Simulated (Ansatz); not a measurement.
# Ga9N10 wurtzite ring sphere (Ga9N10H26+): inputs that go wrong

Aim: try 1 input for Ga9N10 wurtzite ring sphere (Ga9N10H26+) as typed, read how each ends, and find what has to change.

Computed with Ansatz 0.2.0, Gaussian basis. Level: the settings change from run to run.

**1. The molecule**

The structure was relaxed beforehand with r2SCAN-D4/def2-SVP.

45 atoms, charge 1, spin multiplicity 1.

Atoms are counted from 1 here; the program's logs count them from 0.

Bond lengths: N1–Ga2 2.078 Å, N1–Ga5 1.940 Å, N1–H20 1.024 Å, N1–H21 1.024 Å, Ga2–N7 2.016 Å, Ga2–H22 1.559 Å, Ga2–H23 1.562 Å, N3–Ga4 2.034 Å, N3–Ga5 1.970 Å, N3–H24 1.025 Å, N3–H25 1.027 Å, Ga4–N9 2.034 Å, Ga4–H26 1.568 Å, Ga4–H27 1.555 Å, Ga5–N6 1.929 Å, Ga5–N14 1.913 Å, N6–Ga8 2.011 Å, N6–Ga10 1.929 Å and more. Angles: Ga2–N1–Ga5 112.9°, Ga2–N1–H20 107.4°, Ga2–N1–H21 106.3°, Ga5–N1–H20 112.1°, Ga5–N1–H21 112.5°, H20–N1–H21 105.1°, N1–Ga2–N7 99.1°, N1–Ga2–H22 104.6°, N1–Ga2–H23 103.3°, N7–Ga2–H22 109.3°, N7–Ga2–H23 108.5°, H22–Ga2–H23 127.9°, Ga4–N3–Ga5 115.1°, Ga4–N3–H24 107.3°, Ga4–N3–H25 108.0°, Ga5–N3–H24 111.5°, Ga5–N3–H25 109.4°, H24–N3–H25 104.9° and more.

**2. Attempt 1**

Contents of in.yaml:

```yaml
crystal:
  periodic: [false, false, false]
  atoms:
    - {symbol: N, position_ang: [0.514251, -3.743829, -0.331615]}
    - {symbol: Ga, position_ang: [0.616215, -3.906175, 1.987453]}
    - {symbol: N, position_ang: [0.579673, -1.636706, -3.244903]}
    - {symbol: Ga, position_ang: [-1.318303, -0.761105, -4.151416]}
    - {symbol: Ga, position_ang: [0.624246, -1.692717, -1.040026]}
    - {symbol: N, position_ang: [-1.110604, -0.640368, -0.296880]}
    - {symbol: N, position_ang: [0.627563, -1.707599, 2.499200]}
    - {symbol: Ga, position_ang: [-1.261485, -0.727300, 1.948142]}
    - {symbol: N, position_ang: [-1.126638, 1.320529, -3.245345]}
    - {symbol: Ga, position_ang: [-1.152179, 1.388072, -1.040539]}
    - {symbol: N, position_ang: [-2.982085, 2.321456, -0.332416]}
    - {symbol: N, position_ang: [-1.163957, 1.398829, 2.498798]}
    - {symbol: Ga, position_ang: [-3.072919, 2.489399, 1.986716]}
    - {symbol: N, position_ang: [2.344136, -0.656717, -0.292189]}
    - {symbol: Ga, position_ang: [2.514893, -0.784791, 1.912276]}
    - {symbol: Ga, position_ang: [2.486762, 1.433682, -1.114726]}
    - {symbol: N, position_ang: [0.605957, 2.357641, -0.292702]}
    - {symbol: N, position_ang: [2.336999, 1.348171, 2.568354]}
    - {symbol: Ga, position_ang: [0.580022, 2.570157, 1.911673]}
    - {symbol: H, position_ang: [-0.449735, -4.266382, -0.669590]}
    - {symbol: H, position_ang: [1.366646, -4.394936, -0.738595]}
    - {symbol: H, position_ang: [-0.918653, -4.598763, 2.448279]}
    - {symbol: H, position_ang: [2.215997, -4.552896, 2.276540]}
    - {symbol: H, position_ang: [0.722120, -2.683051, -3.695080]}
    - {symbol: H, position_ang: [1.473894, -1.023665, -3.630103]}
    - {symbol: H, position_ang: [-2.646797, -1.527708, -3.296117]}
    - {symbol: H, position_ang: [-1.099435, -0.635023, -5.874131]}
    - {symbol: H, position_ang: [-2.044113, -1.178672, -0.699639]}
    - {symbol: H, position_ang: [0.625111, -1.750946, 3.651041]}
    - {symbol: H, position_ang: [-2.704866, -1.559777, 2.453429]}
    - {symbol: H, position_ang: [-1.961820, 1.966948, -3.695275]}
    - {symbol: H, position_ang: [-0.148874, 1.788269, -3.631304]}
    - {symbol: H, position_ang: [-3.917646, 1.750061, -0.671218]}
    - {symbol: H, position_ang: [-3.117290, 3.385717, -0.738895]}
    - {symbol: H, position_ang: [-1.202665, 1.418726, 3.650634]}
    - {symbol: H, position_ang: [-4.440749, 1.506442, 2.445797]}
    - {symbol: H, position_ang: [-2.832838, 4.197875, 2.277499]}
    - {symbol: H, position_ang: [3.293646, -1.167096, -0.694974]}
    - {symbol: H, position_ang: [4.000172, -1.500188, 2.471084]}
    - {symbol: H, position_ang: [2.238132, 1.289893, -2.870081]}
    - {symbol: H, position_ang: [3.885484, 2.240302, -0.436841]}
    - {symbol: H, position_ang: [0.640005, 3.434955, -0.695832]}
    - {symbol: H, position_ang: [2.383344, 1.375069, 3.716214]}
    - {symbol: H, position_ang: [3.294003, 1.899988, 2.247266]}
    - {symbol: H, position_ang: [0.704379, 4.214222, 2.470038]}
basis:
  gaussian: {orbitals: cc-pVDZ, fitting: {mean_field: def2-universal-jkfit}}
total_charge: 1
hamiltonian: {xc: {name: HF}}
correlation: {method: mp2, frozen_orbitals: {N: 0}}
scf: {omitted_lower_state_checks: [starts]}
output: {forces: true}
```

Command:

```
$ ansatz run in.yaml --threads 5 --pin off --events-out ev --progress --plain --max-ram 66560MiB --backend cuda --devices 0, --max-vram 37GiB
```

Q: Predict the results of all the runs planned.

As calculated:

```tsv
attempt	level	ended	cause	time
1	MP2/cc-pVDZ	refused	frozen orbitals are typed for one element alone, and the program wants a count for each	11 s
```

1 refused.
